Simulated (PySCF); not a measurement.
**C₂H₇NOSi: electronic excitations and core binding energies**

Aim: predict the electronic excitations and core binding energies of C₂H₇NOSi (`CC(=O)N[SiH3]`).

Programs: PySCF 2.14.0, with density-fitted response routines of our own. Each step states its level of theory. These are calculated values for one molecule in the gas phase, unless marked as measured. Atoms are numbered from 0 throughout.

**1. The starting structure**

12 atoms, charge 0, multiplicity 1; geometry from: GFN2-xTB.

Bonds of the start (Å): C0–C1 1.51, C1–O2 1.22, C1–N3 1.35, N3–Si4 1.76, C0–H5 1.09, C0–H6 1.09, C0–H7 1.09, N3–H8 1.01, Si4–H9 1.46, Si4–H10 1.47, Si4–H11 1.46.

**2. TDDFT and polarisability: PBE0/def2-SVPD**

What the job is given:

```
{"job": {"kind": "uv", "xc": "PBE0", "basis": "def2-SVPD", "nstates": 8, "ntriplets": 3}, "charge": 0, "multiplicity": 1}
C      1.966906     0.275403     0.274103
C      0.467910     0.336990     0.428341
O     -0.107025     1.023300     1.251119
N     -0.270668    -0.416505    -0.409946
Si    -2.004391    -0.253604    -0.165780
H      2.247231     0.632363    -0.715677
H      2.439170     0.898382     1.028296
H      2.310584    -0.751587     0.382894
H      0.187550    -0.989223    -1.099385
H     -2.336064    -0.726166     1.171049
H     -2.516663    -1.158374    -1.200524
H     -2.383342     1.128336    -0.426388
```

With the program's defaults for keys left out, this is: TDDFT PBE0/def2-SVPD, vertical, gas phase, core orbitals frozen in the response.

**Question.** This job is followed by: delta-SCF UKS SCAN, pcX-2 on the ionised atom, pcseg-1 elsewhere, spin-free X2C. Predict these results of the whole session: lowest singlet (PBE0/def2-SVPD); brightest single state of those computed; lowest triplet; C1s binding energies, SCAN/pcX-2; O1s binding energies, SCAN/pcX-2; N1s binding energies, SCAN/pcX-2; Si1s binding energies, SCAN/pcX-2; Si2p binding energies, SCAN/pcX-2.

As calculated:

```
                                quantity                        value
         lowest singlet (PBE0/def2-SVPD)  5.76 eV (215 nm), f = 0.000
brightest single state of those computed  state 4, 7.19 eV, f = 0.125
                          lowest triplet                      5.26 eV
        C1s binding energies, SCAN/pcX-2      C1 293.76, C0 291.19 eV
        O1s binding energies, SCAN/pcX-2                 O2 537.02 eV
        N1s binding energies, SCAN/pcX-2                 N3 405.29 eV
       Si1s binding energies, SCAN/pcX-2               Si4 1846.94 eV
       Si2p binding energies, SCAN/pcX-2                Si4 107.35 eV
```

The lowest singlet, at 5.76 eV, is HOMO→LUMO+1 0.97 and is dark; of the 8 states computed, the strongest absorption comes from state 4 at 7.19 eV. The lowest triplet lies 0.50 eV below the lowest singlet (triplets in Tamm-Dancoff, singlets in full TDDFT). C1 (amide carbonyl carbon) binds its C1s electron 2.57 eV more tightly than C0 (methyl carbon α to a carbonyl).
